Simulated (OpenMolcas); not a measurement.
# One shape, several levels: GeNH3 (SMILES [NH2][GeH])

Wanted: a comparison of 6 runs (HF/STO-3G, HF/3-21G, SVWN5/6-31G, B3LYP/6-31G*, PBE0/def2-SVP, MP2/pcseg-1) of GeNH3. 

Program for the calculation: OpenMolcas 26.06.

6 further runs of the same task are left out: 1 that didn't finish, 5 set aside as unsound or not needed.

### Step 1. The structure to begin with

The species is GeNH3 (5 atoms), meant as a singlet with charge 0. SMILES: `[NH2][GeH]`. The coordinates come from a PBE0-D4/def2-TZVP relaxation. This is one conformer, not always the lowest.

Bond lengths: N1–Ge2 1.816 Å, N1–H3 1.008 Å, N1–H4 1.007 Å, Ge2–H5 1.602 Å. Angles: N1–Ge2–H5 92.6°, Ge2–N1–H3 121.9°, Ge2–N1–H4 125.6°, H3–N1–H4 112.5°.

### Step 2. Energy and forces at HF/STO-3G (run 1)

mol.inp reads:

```
* GeH3N Hartree-Fock

&GATEWAY
  BASLIB=$CurrDir
  COORD
  5
  angstrom
  N       -0.084100      -0.602200       0.097400
  Ge       0.988800       0.853400       0.259800
  H        0.180600      -1.502000       0.465300
  H       -0.985000      -0.620100      -0.352500
  H       -0.050300       1.797200      -0.511300
  BASIS=STO-3G
  GROUP=NoSym

&SEWARD

&SCF
  THRESHOLDS=1e-10 1e-07 1e-07 1e-05
  PRORBITALS=1 2

&ALASKA
```

The basis set STO-3G is read from a file made from the Basis Set Exchange's data (not shown).

The run is started by

```bash
$ export MOLCAS_MEM=1860
$ pymolcas mol.inp > mol.log
```

Output:

```text
--- Start Module: gateway ---
[...]
--- Stop Module: gateway /rc=_RC_ALL_IS_WELL_ ---
[...]
      Basis functions           26
[...]
--- Start Module: scf ---
[...]
       Convergence after  13 Iterations
[...]
::    Total SCF energy                              -2107.1991413165
[...]
      Total spin, S                                     0.0000000000
[...]
      Total electronic charge=   42.000000
      Total            charge=   -0.000000
[...]
      Dipole Moment (debye):
      Origin of the operator (angstrom)=    0.7813    0.5973    0.2217
                   X= -6.7968E-01               Y= -7.6608E-01               Z= -1.4316E-01           Total=  1.0341E+00
      Quadrupole Moment (debye*angstrom):
[...]
--- Stop Module: scf /rc=_RC_ALL_IS_WELL_ ---
--- Start Module: alaska ---
[...]
 *              Molecular gradients               *
 **************************************************
  Irreducible representation: a
 ------------------------------------------------------------------------------------------
                              X                       Y                       Z
 ------------------------------------------------------------------------------------------
  N1               -5.35975515654243E-02   -7.19158443071652E-02   -8.31875080807087E-03
  GE2               6.78300405311276E-02    2.94680470029629E-02    2.65969146895211E-02
  H3                2.01896799645396E-03    1.19231603471635E-02   -2.10059669663631E-03
  H4                1.10133728539283E-02    4.81832296508000E-03    4.31522358919767E-03
  H5               -2.72648298160822E-02    2.57063139919955E-02   -2.04927907740147E-02
 ------------------------------------------------------------------------------------------
--- Stop Module: alaska /rc=_RC_ALL_IS_WELL_ ---
[...]
```

It took 1.8 s on 1 thread of Arm Neoverse V2, shared host; peak memory 0.37 GiB.

### Step 3. Energy and gradient at HF/3-21G (run 2)

mol.inp reads:

```
>>> EXPORT MOLCAS_PRINT=2

&GATEWAY
 BASLIB = $CurrDir
 COORD
 5
 angstrom
 N       -0.084100      -0.602200       0.097400
 Ge       0.988800       0.853400       0.259800
 H        0.180600      -1.502000       0.465300
 H       -0.985000      -0.620100      -0.352500
 H       -0.050300       1.797200      -0.511300
 BASIS = 3-21G
 GROUP = NoSym

&SEWARD

&SCF
 THRESHOLDS = 1e-10 1e-07 1e-07 1e-05
 PRORBITALS = 1

&ALASKA
```

The basis set 3-21G is read from a file made from the Basis Set Exchange's data (not shown).

The run is started by

```bash
$ export MOLCAS_MEM=1860
$ pymolcas mol.inp > mol.log
```

Output:

```text
--- Start Module: gateway ---
[...]
--- Stop Module: gateway /rc=_RC_ALL_IS_WELL_ ---
[...]
      Basis functions           37
[...]
--- Start Module: scf ---
[...]
       Convergence after  11 Iterations
[...]
::    Total SCF energy                              -2121.2268564891
[...]
      Total spin, S                                     0.0000000000
[...]
      Total electronic charge=   42.000000
      Total            charge=   -0.000000
[...]
      Dipole Moment (debye):
      Origin of the operator (angstrom)=    0.7813    0.5973    0.2217
                   X= -1.0535E+00               Y= -1.3887E+00               Z= -1.6945E-01           Total=  1.7513E+00
      Quadrupole Moment (debye*angstrom):
[...]
--- Stop Module: scf /rc=_RC_ALL_IS_WELL_ ---
--- Start Module: alaska ---
[...]
 *              Molecular gradients               *
 **************************************************
  Irreducible representation: a
 ------------------------------------------------------------------------------------------
                              X                       Y                       Z
 ------------------------------------------------------------------------------------------
  N1               -9.77258212883925E-03   -9.86868909622984E-03   -2.36669452201266E-03
  GE2               1.29978181382633E-02    1.51772996219428E-02    2.62323741695081E-03
  H3                2.45655174156256E-03   -3.97106933257696E-03    2.26149359711836E-03
  H4               -4.76930608271697E-03    6.22852226196458E-04   -2.55457924289670E-03
  H5               -9.12481668267962E-04   -1.96039341930776E-03    3.65427508470795E-05
 ------------------------------------------------------------------------------------------
--- Stop Module: alaska /rc=_RC_ALL_IS_WELL_ ---
[...]
```

Wall time 1.8 s (1 thread of Arm Neoverse V2, shared host); peak memory 0.37 GiB.

Runs 3 to 5 aren't shown in full; the table further down has their settings and results.

### Step 4. A single-point energy at MP2/pcseg-1 (run 6)

run.input reads:

```
* GeH3N MP2

&GATEWAY
  BasLib = $CurrDir
  Coord
  5
  angstrom
  N       -0.084100      -0.602200       0.097400
  Ge       0.988800       0.853400       0.259800
  H        0.180600      -1.502000       0.465300
  H       -0.985000      -0.620100      -0.352500
  H       -0.050300       1.797200      -0.511300
  Basis = pcseg-1
  Group = NoSym

&SEWARD

&SCF
  Thresholds = 1e-10 1e-07 1e-07 1e-05
  PrOrbitals = 1 2

&MBPT2
  Frozen = 10
```

The basis set pcseg-1 is read from a file made from the Basis Set Exchange's data (not shown).

The run is started by

```bash
$ export MOLCAS_MEM=1860
$ pymolcas run.input > run.log
```

Output:

```text
--- Start Module: gateway ---
[...]
--- Stop Module: gateway /rc=_RC_ALL_IS_WELL_ ---
[...]
      Basis functions           56
[...]
--- Start Module: scf ---
[...]
       Convergence after  14 Iterations
[...]
::    Total SCF energy                              -2131.2588979498
[...]
      Total spin, S                                     0.0000000000
[...]
      Total electronic charge=   42.000000
      Total            charge=   -0.000000
[...]
      Dipole Moment (debye):
      Origin of the operator (angstrom)=    0.7813    0.5973    0.2217
                   X= -8.1110E-01               Y= -1.0892E+00               Z= -1.2528E-01           Total=  1.3638E+00
      Quadrupole Moment (debye*angstrom):
[...]
--- Stop Module: scf /rc=_RC_ALL_IS_WELL_ ---
--- Start Module: mbpt2 ---
[...]
WARNING!
Default frozen orbitals as non valence orbitals is overwritten by user input.
Default values:  15
[...]
       Reference weight ( Cref**2 )         =        0.90675
::    Total MBPT2 energy                            -2131.5284862576
[...]
      Total MBPT2 calculations                           0.07      0.08
--- Stop Module: mbpt2 /rc=_RC_ALL_IS_WELL_ ---
[...]
```

Wall time 2.4 s (1 thread of Arm Neoverse V2, shared host); peak memory 0.39 GiB.

### Step 5. Overview of the runs

```
run                               level  integration grid      task   energy (Eh)  dipole moment (D) of the reference  HOMO energy (eV)  LUMO energy (eV)  wall time
  1                           HF/STO-3G                 –  gradient  -2107.199141                                1.03             -6.16              5.91      1.8 s
  2                            HF/3-21G                 –  gradient  -2121.226856                                1.75             -8.65              1.65      1.8 s
  3                         SVWN5/6-31G         UltraFine  gradient  -2129.552606                                2.37             -5.35             -2.45      6.3 s
  4  B3LYP/6-31G* (spherical functions)         UltraFine  gradient  -2133.307274                                1.96             -6.29             -1.70      9.9 s
  5                       PBE0/def2-SVP         UltraFine  gradient  -2132.915544                                1.86             -6.46             -1.49       11 s
  6                         MP2/pcseg-1                 –    energy  -2131.528486                                1.36             -9.02              1.40      2.4 s
```

### Step 6. Outcome

```
                                           quantity           value
                                run 6: total energy  -2131.52849 Eh
          run 6: dipole moment (mean-field density)          1.36 D
         run 6: HOMO energy (Hartree–Fock orbitals)        -9.02 eV
         run 6: LUMO energy (Hartree–Fock orbitals)         1.40 eV
       run 6: HOMO–LUMO gap (Hartree–Fock orbitals)        10.42 eV
run 6: correlation energy (10 core orbitals frozen)      -269.6 mEh
```

Over runs 1, 2, 3, 4, 5 the dipole moment (its size) runs from 1.03 D (HF/STO-3G) to 2.37 D (SVWN5/6-31G). The two ends differ in method and basis. Over runs 1, 2, 3, 4, 5 the HOMO–LUMO gap runs from 2.90 eV (SVWN5/6-31G) to 12.08 eV (HF/STO-3G). Totals of different functionals can't be ranked against each other. In run 1 the basis is minimal, so the values are rough. All runs together took 33 s, the longest 11 s.
